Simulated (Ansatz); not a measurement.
From input file to script: Sr2ScBiO6, space group Fm-3m in Ansatz 0.2.0.

```yaml
crystal:
  lattice:
    - [0.0, 4.175496, 4.175496]
    - [4.175496, 0.0, 4.175496]
    - [4.175496, 4.175496, 0.0]
  atoms:
    - { symbol: Sr, position: [0.25, 0.25, 0.25] }
    - { symbol: Sr, position: [0.75, 0.75, 0.75] }
    - { symbol: Sc, position: [0.5, 0.5, 0.5] }
    - { symbol: Bi, position: [0.0, 0.0, 0.0] }
    - { symbol: O, position: [0.748518, 0.251482, 0.251482] }
    - { symbol: O, position: [0.251482, 0.748518, 0.748518] }
    - { symbol: O, position: [0.251482, 0.748518, 0.251482] }
    - { symbol: O, position: [0.748518, 0.251482, 0.748518] }
    - { symbol: O, position: [0.251482, 0.251482, 0.748518] }
    - { symbol: O, position: [0.748518, 0.748518, 0.251482] }
kpoints:
  mp_grid: { grid: [2, 2, 2], shift: [0.0, 0.0, 0.0] }
hamiltonian:
  xc: lda
  pseudopotentials: { kind: paw }
scf:
  max_iter: 60
  convergence: { dr2_threshold: 1.0e-06 }
  occupations: { method: methfessel_paxton, width: 0.1 }
output:
  forces: true
  stress: true
  cutoff_correction: 756.0
  eigenvalues: true
```

Launched from the shell:
```console
$ ansatz run input.yaml --threads 1 --pin off --max-ram 3072MiB --backend cpu --events-out ev --progress --plain --runs-dir out
Warning: scf.convergence.dr2_threshold = 1e-6 eV is looser than this run's default, which is 1e-7 eV or tighter. The error in the forces grows as the threshold's square root, so leave the key out unless less accurate forces are enough
Warning: output.stress: scf.convergence.dr2_threshold = 1e-6 eV is looser than the 1e-9 eV advised for a printed stress (1e-10 eV for each atom of the cell: 10). What an SCF threshold leaves in a stress goes as its square root, and in the free energy as the threshold itself, and one threshold admits the most on a small cell: of the crystals measured, under no hybrid functional and no lock of the [...]
Engine: ansatz 0.2.0, aarch64-unknown-linux-gnu
Pseudopotentials: kind: paw
Pseudopotential: Sr, paw, valence charge 10, recommended cutoff 420 eV (normal), Sr.paw.azcp
Pseudopotential: Sc, paw, valence charge 11, recommended cutoff 420 eV (normal), Sc.paw.azcp
Pseudopotential: Bi, paw, valence charge 15, recommended cutoff 420 eV (normal), Bi.paw.azcp
Pseudopotential: O, paw, valence charge 6, recommended cutoff 420 eV (normal), O.paw.azcp
Functional definition: SPW92
  exchange = slater_x
  correlation = pw_c
Crystal: 10 atoms, lattice volume = 145.598 Å³
Basis set: ecut = 420 eV, 2741 PW (Γ)
Bands: 51, of which v1, the nominal top of the filled ones, is band 41 counted from 1 (40 counted from 0)
Symmetry: 48 space group operations
Space group: Fm-3m (ITA 225), of the structure as read, at distance tolerance 5.3e-5 Å
k-points: 3 of 8
Non-local potential: Sr, projectors of the file, l = 0: 3, l = 1: 2, l = 2: 2
Non-local potential: Sc, projectors of the file, l = 0: 3, l = 1: 2, l = 2: 3, l = 3: 1
Non-local potential: Bi, projectors of the file, l = 0: 2, l = 1: 2, l = 2: 2, l = 3: 2
Non-local potential: O, projectors of the file, l = 0: 2, l = 1: 2, l = 2: 1
PAW form: soft (Blöchl's): semilocal exchange-correlation on the pseudo side does not see the compensation charge
PAW frozen core: Sr, regenerated for the run's functional, and the local potential with it (the file was generated under x = pbe(κ = 0.804, μ = 0.2195149727645171), c = pbe(β = 0.06672455060314922))
PAW frozen core: Sc, regenerated for the run's functional, and the local potential with it (the file was generated under x = pbe(κ = 0.804, μ = 0.2195149727645171), c = pbe(β = 0.06672455060314922))
PAW frozen core: Bi, regenerated for the run's functional, and the local potential with it (the file was generated under x = pbe(κ = 0.804, μ = 0.2195149727645171), c = pbe(β = 0.06672455060314922))
PAW frozen core: O, regenerated for the run's functional, and the local potential with it (the file was generated under x = pbe(κ = 0.804, μ = 0.2195149727645171), c = pbe(β = 0.06672455060314922))
PAW one-centre angular grid: Sr, 110 points (default); XC on 64 Gauss nodes
PAW one-centre angular grid: Sc, 590 points (default); XC on 64 Gauss nodes
PAW one-centre angular grid: Bi, 590 points (default); XC on 64 Gauss nodes
PAW one-centre angular grid: O, 110 points (default); XC on 64 Gauss nodes
Initial density: superposition of atomic densities (neutral atoms: chi_scale 0, normalization atom), corrected by the library's trained network
Initial wavefunctions: pseudopotential atomic-orbital guess
Functional: x = slater, c = lda
SCF iter   1: F=—  HF=-24404.418167 eV  |F-HF|=—  |Δ(HF+E_count)|=         —  Δρ=1.43e-2  dr2=2.71e-1  ethr=1.77e-3  ⟨swp⟩=10.0  Hψ=779  notcnv=0
preconditioner: auto → Resta (q_TF=auto, 2.479 Å⁻¹)  ε∞=3.7  [insulator: Δε(μ)=1.621 eV  Ē_g=16.460 eV  σ=0.100 eV  W_gap=1.00  n_scr=26 (ndim 8)  ℏωp=26.8 eV  f_vac=0.004  D(μ)=-0.00/eV (n_scr^D=0)  ε∞_Penn≈3.7]
SCF iter   2: F=—  HF=-24404.350775 eV  |F-HF|=—  |Δ(HF+E_count)|=   6.74e-2  S|Δr|=    0.00e0  Δρ=3.63e-3  dr2=1.52e-2  ethr=3.30e-4  ⟨swp⟩=2.0  Hψ=241  notcnv=0  defer=9
SCF iter   3: F=—  HF=-24404.346627 eV  |F-HF|=—  |Δ(HF+E_count)|=   4.15e-3  S|Δr|=    0.00e0  Δρ=1.41e-3  dr2=1.79e-3  ethr=1.85e-5  ⟨swp⟩=2.3  Hψ=201  notcnv=0  defer=3
automatic band count: iteration 3 solves 48 bands in place of 51: the levels show a gap, and the empty bands left out lie too high to hold charge; the band table lists the bands solved (type scf.n_extra_bands for more)
SCF iter   4: F=—  HF=-24404.346140 eV  |F-HF|=—  |Δ(HF+E_count)|=   4.87e-4  S|Δr|=    0.00e0  Δρ=1.47e-4  dr2=2.19e-5  ethr=2.18e-6  ⟨swp⟩=2.3  Hψ=196  notcnv=0  defer=3
SCF iter   5: F=—  HF=-24404.346155 eV  |F-HF|=—  |Δ(HF+E_count)|=   1.47e-5  S|Δr|=    0.00e0  Δρ=2.60e-5  dr2=1.09e-6  ethr=1.22e-9  ⟨swp⟩=12.0  Hψ=778  notcnv=0
SCF iter   6: F=-24404.346155 eV  HF=-24404.346155 eV  |F-HF|=1.05e-8  |Δ(HF+E_count)|=   1.16e-8  S|Δr|=    0.00e0  Δρ=4.89e-6  dr2=3.32e-8  ethr=1.22e-9  ⟨swp⟩=6.3  Hψ=559  notcnv=0
SCF 1 converged in 6 iterations: F = -24404.346155 eV  dr2 = 3.32e-8
  greatest PAW one-centre occupation: 0.998 electrons in one spin orbital (limit 2), on the Sc atom at site 2 (counted from 0), in its partial waves of l = 0
SCF converged after 6 iterations
Stability not checked: this state was not tested for a lower state beside it, because cold or Methfessel-Paxton smearing, or corrected tetrahedra, fill the levels in a way that the test cannot read (fill_not_monotonic; see scf.lower_state_search)
Free energy (F): -24404.346155 eV
Harris-Foulkes:  -24404.346155 eV  (|F-HF|=1.05e-8)
Internal energy: -24404.346155 eV  (E = F + TS)
E sigma→0 (E₀):  -24404.346155 eV
Estimated correction to a cutoff of 756 eV: -0.061859 eV
Fermi energy:    8.977979 eV
Step filling:    the computed levels leave a gap of 1.6952 eV = 17.0 smearing widths at the electron count; against every level under it full and every level over it empty, smearing changes F+E_penalty+E_count by +1.32e-30 meV and its σ→0 estimate by -4.63e-29 meV
--- Per-component energies (eV) ---
  E_band       = -387.379410
  E_kinetic    = 2095.076676
  E_local      = -5515.795554  (includes V_loc(G=0)·N_el)
  E_nonlocal   = 1366.898489
  E_hartree    = 1770.851258
  E_xc         = -1028.913163
  E_vxc        = -1153.252960  (∫ρ·V_xc dr)
  E_paw        = -17345.825035  (= ΣΔE_a)
  E_vpaw       = -722.027118  (= ΣTr[D̂ρ^β])
  E_aug_tail   = 0.014389  (compensation charges beyond the density's cutoff)
  E_ewald      = -5748.123052
  E_core_change = 1.469838  (= ΣΔE_core)
  E_smearing   = 0.000000  (= −TS)
  E_closure    = 0.000000  (closes the sum)
  Σ components = -24404.346155   (vs F -24404.346155, Δ=0.00e0)
--- Forces (eV/Å), atoms counted from 1 ---
  atom   1  Sr    -0.00000000     0.00000000    -0.00000000
  atom   2  Sr    -0.00000000    -0.00000000    -0.00000000
  atom   3  Sc    -0.00000000    -0.00000000    -0.00000000
  atom   4  Bi     0.00000000    -0.00000000     0.00000000
  atom   5  O     -0.30254730     0.00000000     0.00000000
  atom   6  O      0.30254730    -0.00000000     0.00000000
  atom   7  O     -0.00000000    -0.30254730    -0.00000000
  atom   8  O      0.00000000     0.30254730    -0.00000000
  atom   9  O      0.00000000    -0.00000000    -0.30254730
  atom  10  O     -0.00000000     0.00000000     0.30254730
  max |Σ_I F_I| component: 1.12e-16 eV/Å
--- Stress (GPa, compression-positive) ---
       -9.832744      -0.000000       0.000000
        0.000000      -9.832744       0.000000
        0.000000      -0.000000      -9.832744
  P = ⅓ Tr σ = -9.8327 GPa (-98.327 kbar)
--- Band table (eV) ---
  k-point 0: bands = ["-38.6013", "-25.0750", "-25.0514", "-17.6636", "-17.6636", "-17.6636", "-13.9092", "-13.9092", "-13.4398", "-13.4398", "-13.4398", "-9.4083", "-7.7065", "-7.7065", "-7.7065", "-7.1702", "-7.1702", "-7.1702", "-7.0464", "-7.0464", "-7.0464", "-6.9347", "-6.9347", "-0.8987", "4.2745", "4.2745", "4.2745", "5.4390", "5.4390", "5.4390", "6.1485", "6.1485", "7.1644", "7.1644", "7.1644", "7.3980", "7.3980", "7.3980", "8.1304", "8.1304", "8.1304", "9.8498", "12.9662", "12.9662", "12.9662", "13.0599", "13.0599", "13.0915"]
  k-point 1: bands = ["-38.6013", "-25.0630", "-25.0627", "-17.6655", "-17.6650", "-17.6650", "-13.9017", "-13.9017", "-13.4390", "-13.4390", "-13.4374", "-9.2278", "-8.4527", "-8.0034", "-8.0034", "-7.2585", "-7.2585", "-6.9628", "-6.9628", "-6.8719", "-6.7697", "-6.5475", "-6.5475", "-0.2414", "3.4477", "3.9535", "3.9535", "5.5439", "5.6792", "5.8116", "5.8116", "6.1883", "6.1883", "6.7465", "6.7465", "7.2537", "7.2537", "7.5841", "7.6572", "7.7168", "7.7168", "11.1149", "12.9387", "13.0803", "13.0803", "14.3585", "14.6169", "14.6508"]
  k-point 2: bands = ["-38.6013", "-25.0667", "-25.0587", "-17.6645", "-17.6645", "-17.6634", "-13.9158", "-13.9082", "-13.4384", "-13.4384", "-13.4375", "-9.4220", "-8.0992", "-8.0992", "-7.7333", "-7.5299", "-7.0230", "-7.0230", "-7.0023", "-6.9125", "-6.7074", "-6.7074", "-6.5495", "-0.5781", "4.3750", "4.3750", "4.7037", "4.7713", "5.8513", "5.9746", "6.1336", "6.2266", "6.2266", "6.5488", "6.6448", "6.6448", "6.8292", "6.8292", "7.1153", "7.1153", "8.0635", "9.8256", "13.2430", "13.6883", "13.6883", "14.3126", "14.5790", "14.8997"]
```

`scf_sr2scbio6.py`:
```python
'''SCF run for Sr2ScBiO6.'''

import argparse
import warnings

import ansatz as az
import numpy as np

parser = argparse.ArgumentParser(description='SCF run for Sr2ScBiO6.')
parser.add_argument('--kgrid', type=int, nargs=3, default=[2, 2, 2], help='k-point sampling')
parser.add_argument('--occupations', required=True, help='how the bands are filled')
parser.add_argument('--sigma', type=float, default=0.1, help='smearing width (eV)')
parser.add_argument('--scf-tol', type=float, default=1e-06, help='SCF tolerance (eV)')
parser.add_argument('--max-scf', type=int, default=60, help='most SCF iterations')
args = parser.parse_args()


def main() -> None:
    warnings.simplefilter('ignore', az.DeckWarning)

    vectors = np.array([
        [0.0, 4.175496, 4.175496],
        [4.175496, 0.0, 4.175496],
        [4.175496, 4.175496, 0.0],
    ])
    structure = (
        az.Lattice.of(vectors)
        .atom('Sr', (0.25, 0.25, 0.25))
        .atom('Sr', (0.75, 0.75, 0.75))
        .atom('Sc', (0.5, 0.5, 0.5))
        .atom('Bi', (0.0, 0.0, 0.0))
        .atom('O', (0.748518, 0.251482, 0.251482))
        .atom('O', (0.251482, 0.748518, 0.748518))
        .atom('O', (0.251482, 0.748518, 0.251482))
        .atom('O', (0.748518, 0.251482, 0.748518))
        .atom('O', (0.251482, 0.251482, 0.748518))
        .atom('O', (0.748518, 0.748518, 0.251482))
    )

    # settings of the run
    model = (
        structure.calculation()
        .functional(az.Functional.LDA)
        .pseudopotentials('paw')
        .kpoints(*args.kgrid, center='gamma')
        .occupations(args.occupations, width=args.sigma)
        .scf(tolerance=args.scf_tol, max_iterations=args.max_scf)
        .cutoff_correction(756)
        .stress()
        .forces()
        .band_table()
    )
    session = model.session()
    planned = session.plan(threads=1)
    out = planned.execute()
    data = out.report

    energy = data['free_energy_ev']
    print('Sr2ScBiO6: {:.6f} eV = {:.6f} Ry = {:.6f} Ha'.format(energy, energy / 13.605693, energy / 27.211386))
    print('Fermi level {:.4f} eV, {} k-points, {} symmetry operations'.format(data['fermi_energy_ev'], data['n_kpoints'], data['n_symmetry_ops']))

    # estimate of what a larger basis would gain, without a second SCF
    estimate = data.get('cutoff_correction')
    if estimate:
        print('towards {} eV the energy would change by {:.2f} meV/atom'.format(estimate['reference_ecutwfc_ev'], 1000 * estimate['energy_ev'] / len(out.lattice.sites)))

    # principal values and the von Mises stress of the deviator
    principal = np.linalg.eigvalsh(np.array(data['stress_gpa']))
    mises = np.sqrt(0.5 * sum((principal[i] - principal[i - 1]) ** 2 for i in range(3)))
    print('principal stresses (GPa, compression positive):', np.round(principal, 3))
    print(f'mean {principal.mean():.3f} GPa, von Mises {mises:.3f} GPa, PV = {principal.mean() * data["setup"]["cell_volume_ang3"] / 160.21766:.4f} eV')

    # forces, one row an atom
    forces = np.array(data['forces_ev_ang'])
    norms = np.linalg.norm(forces, axis=1)
    print('largest force {:.4f} eV/A on atom {}'.format(norms.max(), norms.argmax()))
    print(np.array2string(forces, precision=4, suppress_small=True))

    # band edges over the mesh points; the true edges can lie between them
    levels = np.array(data['eigenvalues_ev'])
    filled = round(data['n_electrons'] / 2)
    top, bottom = levels[:, filled - 1], levels[:, filled]
    print('top of band', filled, 'at k =', data['kpoints_frac'][top.argmax()], f'{top.max():.4f} eV')
    print('bottom of band', filled + 1, 'at k =', data['kpoints_frac'][bottom.argmin()], f'{bottom.min():.4f} eV')
    print(f'gap by band count {bottom.min() - top.max():.3f} eV, least direct gap {(bottom - top).min():.3f} eV')

    # pressure is a third of the trace
    print('pressure by term (GPa)')
    for term, tensor in data['stress_terms_gpa'].items():
        if np.any(tensor):
            print(f'  {term:28s} {np.trace(np.array(tensor)) / 3:12.3f}')
    print(f'  {"total":28s} {np.trace(np.array(data["stress_gpa"])) / 3:12.3f}')


if __name__ == '__main__':
    main()
```

Output of `python scf_sr2scbio6.py --occupations Methfessel-Paxton`:
```text
Sr2ScBiO6: -24404.346155 eV = -1793.686375 Ry = -896.843187 Ha
Fermi level 8.9780 eV, 3 k-points, 48 symmetry operations
towards 756.0 eV the energy would change by -6.19 meV/atom
principal stresses (GPa, compression positive): [-9.833 -9.833 -9.833]
mean -9.833 GPa, von Mises 0.000 GPa, PV = -8.9355 eV
largest force 0.3025 eV/A on atom 6
[[-0.      0.     -0.    ]
 [-0.     -0.     -0.    ]
 [-0.     -0.     -0.    ]
 [ 0.     -0.      0.    ]
 [-0.3025  0.      0.    ]
 [ 0.3025 -0.      0.    ]
 [-0.     -0.3025 -0.    ]
 [ 0.      0.3025 -0.    ]
 [ 0.     -0.     -0.3025]
 [-0.      0.      0.3025]]
top of band 41 at k = [0.0, 0.0, 0.0] 8.1304 eV
bottom of band 42 at k = [0.0, -0.5, -0.5] 9.8256 eV
gap by band count 1.695 eV, least direct gap 1.719 eV
pressure by term (GPa)
  kinetic                          1536.968
  hartree                           649.557
  ewald                           -2108.439
  local_pseudopotential            -191.163
  nonlocal_pseudopotential          184.593
  augmentation                      246.476
  nlcc                             -191.692
  xc                               -136.825
  augmentation_tail                   0.004
  scf_correction                      0.000
  pulay_correction                    0.688
  total                              -9.833
```

Notes:
- The settings weren't tested for convergence.
- No spin polarisation was allowed.
- Spin-orbit coupling, left out here, can change this gap by several tenths of an eV, and inverted bands can meet off the mesh.
- The computed bands are complete only to about 4.1 eV above the Fermi level.
- Energy and stress may still move on a finer k-point mesh.
- Only differences from the Fermi energy are physical; the zero of the scale is a convention.
- The program warned that this SCF threshold is loose for forces or stresses.
- In a crystal with a gap the Fermi level's place inside it depends on smearing and mesh.
- At these settings the cell as given stands under about -10 GPa, so it isn't at this functional's equilibrium volume.
- This cell is a computed structure, which may not be the phase found in nature.
- Levels are Kohn-Sham eigenvalues on this mesh, without spin-orbit coupling.
- The script silences the warnings on its input, which a real study should read.
- It ran for 2.6 s on 1 thread of Arm Neoverse V2, with other jobs on the host, peak memory 0.45 GiB.

(Lines on the test bed's own set-up are left out of the output.)
